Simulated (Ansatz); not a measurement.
# SnMe3(OiPr) (C6H16OSn): the relaxed shape and its frontier levels

Aim: characterise SnMe3(OiPr) (C6H16OSn) as a singlet: its structure, frontier levels and distribution of charge.

The runs use Ansatz 0.2.0, Gaussian basis; RKS PBE0-D4/def2-TZVP.

The runs, in order: relaxation at r2SCAN-D4/def2-SVP; a single point at PBE0-D4/def2-TZVP.

2 further runs of the same task are left out: 2 set aside as unsound or not needed.

**1. Where the work starts**

24 atoms, charge 0, spin multiplicity 1.

Atoms are counted from 1 here; the program's logs count them from 0.

Bond lengths: Sn1–C2 2.209 Å, Sn1–C6 2.185 Å, Sn1–C10 2.209 Å, Sn1–O14 2.014 Å, C2–H3 1.085 Å, C2–H4 1.083 Å, C2–H5 1.085 Å, C6–H7 1.084 Å, C6–H8 1.084 Å, C6–H9 1.084 Å, C10–H11 1.084 Å, C10–H12 1.083 Å, C10–H13 1.085 Å, O14–C15 1.396 Å, C15–C16 1.527 Å, C15–C17 1.525 Å, C15–H18 1.102 Å, C16–H19 1.087 Å and more. Angles: C2–Sn1–C6 115.7°, C2–Sn1–C10 113.5°, C2–Sn1–O14 107.0°, C6–Sn1–C10 113.2°, C6–Sn1–O14 97.9°, C10–Sn1–O14 107.8°, Sn1–C2–H3 109.9°, Sn1–C2–H4 110.3°, Sn1–C2–H5 109.3°, H3–C2–H4 109.1°, H3–C2–H5 109.1°, H4–C2–H5 109.2°, Sn1–C6–H7 110.2°, Sn1–C6–H8 109.1°, Sn1–C6–H9 109.6°, H7–C6–H8 109.4°, H7–C6–H9 109.5°, H8–C6–H9 109.0° and more.

Geometry (Å):

```xyz
24
charge 0, multiplicity 1
Sn    1.00666    0.88583    0.06681
C     1.08464    0.94786    2.27382
H     0.08364    1.06667    2.67646
H     1.69981    1.77604    2.60449
H     1.50732    0.01963    2.64359
C     2.91212    0.51965   -0.93880
H     3.58792    1.35097   -0.77402
H     2.73601    0.40376   -2.00209
H     3.35789   -0.39030   -0.55461
C    -0.13995    2.55128   -0.82175
H    -0.54638    2.22971   -1.77417
H     0.51283    3.40092   -0.98217
H    -0.95435    2.84919   -0.17005
O     0.09119   -0.83390   -0.44362
C    -1.04305   -1.42021    0.12045
C    -1.20735   -2.78833   -0.53732
C    -2.29297   -0.57140   -0.08340
H    -0.89479   -1.56786    1.20231
H    -1.36958   -2.65845   -1.60385
H    -2.04986   -3.31978   -0.10304
H    -0.30148   -3.37047   -0.39492
H    -2.18128    0.38135    0.43168
H    -2.43136   -0.37875   -1.14360
H    -3.16762   -1.08342    0.30781
```

Sn takes a core potential in the def2 sets. No spin-orbit coupling is included.

The start is a GFN2-xTB geometry.

**2. Relaxation at r2SCAN-D4/def2-SVP**

Contents of in.yaml:

```yaml
crystal:
  periodic: [false, false, false]
  atoms:
    - {symbol: Sn, position_ang: [1.006660, 0.885830, 0.066810]}
    - {symbol: C, position_ang: [1.084640, 0.947860, 2.273820]}
    - {symbol: H, position_ang: [0.083640, 1.066670, 2.676460]}
    - {symbol: H, position_ang: [1.699810, 1.776040, 2.604490]}
    - {symbol: H, position_ang: [1.507320, 0.019630, 2.643590]}
    - {symbol: C, position_ang: [2.912120, 0.519650, -0.938800]}
    - {symbol: H, position_ang: [3.587920, 1.350970, -0.774020]}
    - {symbol: H, position_ang: [2.736010, 0.403760, -2.002090]}
    - {symbol: H, position_ang: [3.357890, -0.390300, -0.554610]}
    - {symbol: C, position_ang: [-0.139950, 2.551280, -0.821750]}
    - {symbol: H, position_ang: [-0.546380, 2.229710, -1.774170]}
    - {symbol: H, position_ang: [0.512830, 3.400920, -0.982170]}
    - {symbol: H, position_ang: [-0.954350, 2.849190, -0.170050]}
    - {symbol: O, position_ang: [0.091190, -0.833900, -0.443620]}
    - {symbol: C, position_ang: [-1.043050, -1.420210, 0.120450]}
    - {symbol: C, position_ang: [-1.207350, -2.788330, -0.537320]}
    - {symbol: C, position_ang: [-2.292970, -0.571400, -0.083400]}
    - {symbol: H, position_ang: [-0.894790, -1.567860, 1.202310]}
    - {symbol: H, position_ang: [-1.369580, -2.658450, -1.603850]}
    - {symbol: H, position_ang: [-2.049860, -3.319780, -0.103040]}
    - {symbol: H, position_ang: [-0.301480, -3.370470, -0.394920]}
    - {symbol: H, position_ang: [-2.181280, 0.381350, 0.431680]}
    - {symbol: H, position_ang: [-2.431360, -0.378750, -1.143600]}
    - {symbol: H, position_ang: [-3.167620, -1.083420, 0.307810]}
basis:
  gaussian: {orbitals: def2-SVP}
hamiltonian: {xc: r2scan, dispersion: d4}
scf: {lower_state_search: "off"}
output: {orbitals: {seedname: orbitals}}
relax: {f_tol: 0.03, max_steps: 70}
```

Launch:

```sh
> ansatz run in.yaml --threads 2 --pin off --events-out ev --progress --plain --max-ram 32768MiB --backend cuda --devices 0, --max-vram 18GiB
```

Further steps of the session: Single point, PBE0-D4/def2-TZVP.

Before running them: what should the planned runs give, taken together? Wanted: point group; commonest bond, hydrogen aside; HOMO, LUMO at PBE0-D4/def2-TZVP; dipole at r2SCAN-D4/def2-SVP.

The runs gave:

```
                       quantity                           value
                    point group                              C1
 commonest bond, hydrogen aside  C–Sn, 3 of mean length 2.155 Å
HOMO, LUMO at PBE0-D4/def2-TZVP                  -6.94, 0.27 eV
   dipole at r2SCAN-D4/def2-SVP                          1.97 D
```

In words: The molecule keeps its bonding pattern by the stored test; the atoms moved 0.16 Å (rms). No usable vibrations, so a minimum isn't proven. The HOMO lies nearest to O14 58 %; H18 8 % and the LUMO to H4, H7, H12 about 10 % each; Sn1 10 %. The point group is read from a loosely relaxed geometry; soft torsions can leave it below the true symmetry.
